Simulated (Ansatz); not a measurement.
# Platinum, beta-Sn type under r²SCAN: structure, energy and stiffness

Aim: take platinum in the beta-Sn type structure, relax it, solve it on a dense k-mesh, then scale the cell to 7 volumes from 88 to 112 % of the relaxed one and try a fit of the equation of state. The start is ferromagnetic. The k-meshes are 13×13×9 for the relaxation; 20×20×14 for the dense run; 14×14×10 for the volumes.

Computed with Ansatz 0.2.0 (DFT r2SCAN, plane waves (500 eV) with PAW, scalar-relativistic; PAW files made under PBE, frozen cores solved again for the functional, unless a step says otherwise).

### Step 1. Starting point

It takes space group I4_1/amd (No. 141, tetragonal). The conventional cell has a = 4.879 Å, b = 4.879 Å, c = 2.664 Å, α = 90.00°, β = 90.00°, γ = 90.00°. Pt (site symmetry -4m2) is surrounded by 6 Pt at 2.53 to 2.66 Å.

Structure file:

```xyz
2
Lattice="-2.4393 2.4393 1.3319 2.4393 -2.4393 1.3319 2.4393 2.4393 -1.3319" Properties=species:S:1:pos:R:3 pbc="T T T"
Pt    0.0000    0.0000    0.0000
Pt    0.0000    2.4393    0.6659
```

Starting moments (μB): +1 ×2.

### Step 2. Relaxation of the cell

input.yaml

```yaml
crystal:
  lattice:
    - [-2.4392984224, 2.4392984224, 1.3318569387]
    - [2.4392984224, -2.4392984224, 1.3318569387]
    - [2.4392984224, 2.4392984224, -1.3318569387]
  atoms:
    - { symbol: Pt, position: [0.0, 0.0, 0.0], spin: 1.0 }
    - { symbol: Pt, position: [0.75, 0.25, 0.5], spin: 1.0 }
hamiltonian:
  xc: r2scan
  pseudopotentials:
    kind: paw
    azcp:
      Pt: "pseudopotentials/Pt.paw.azcp"
basis:
  ecutwfc: 500
  fft_grid_basis: typed
kpoints:
  mp_grid: { grid: [13, 13, 9], shift: [0, 0, 0] }
magnetization:
  spin_polarized: true
scf:
  occupations: { method: fermi_dirac, width: 0.05 }
relax:
  max_steps: 60
  f_tol: 0.01
  cell: {}
```

Run with:

```sh
> ansatz run input.yaml --threads 2 --pin off --max-ram 6144MiB --backend cpu --events-out ev --progress --plain --runs-dir out
```

The runs that follow: Dense single point; Equation of state: 88 %; Equation of state: 92 %; Equation of state: 96 %; Equation of state: 100 %; Equation of state: 104 %; Equation of state: 108 %; Equation of state: 112 %.

Q: Predict the outcome of this session. Wanted: space group; conventional cell; volume; shortest distance; gap on the mesh; magnetic state; relative to fcc; V₀, B₀, B₀′.

The runs gave:

| quantity | value |
| --- | --- |
| space group (spins left aside) | Cmcm (No. 63) |
| conventional cell | a = 2.709 Å, b = 6.642 Å, c = 3.640 Å |
| volume | 16.374 Å³/atom |
| shortest distance | 2.600 Å |
| gap on the mesh | none (levels filled in part) |
| magnetic state | non-magnetic |
| relative to fcc | +127 meV/atom |
| V₀, B₀, B₀′ | 16.365 Å³/atom, 243 GPa, 5.4 |

**Reading.** From the guessed start the volume grew by 3.3 % in 15 steps. What began as beta-Sn type has relaxed into Cmcm. What follows belongs to that structure, not to the type named at the start. The mesh has less symmetry than the lattice, which may have let the distortion in. Against the reference form of platinum (fcc, computed apart with the same settings) it stands 127 meV/atom higher. The moments die out: the run ends non-magnetic. Levels at the Fermi energy are filled in part, as in a metal. B₀ comes out at 243 GPa; letting shape and positions relax at each volume could only lower it.
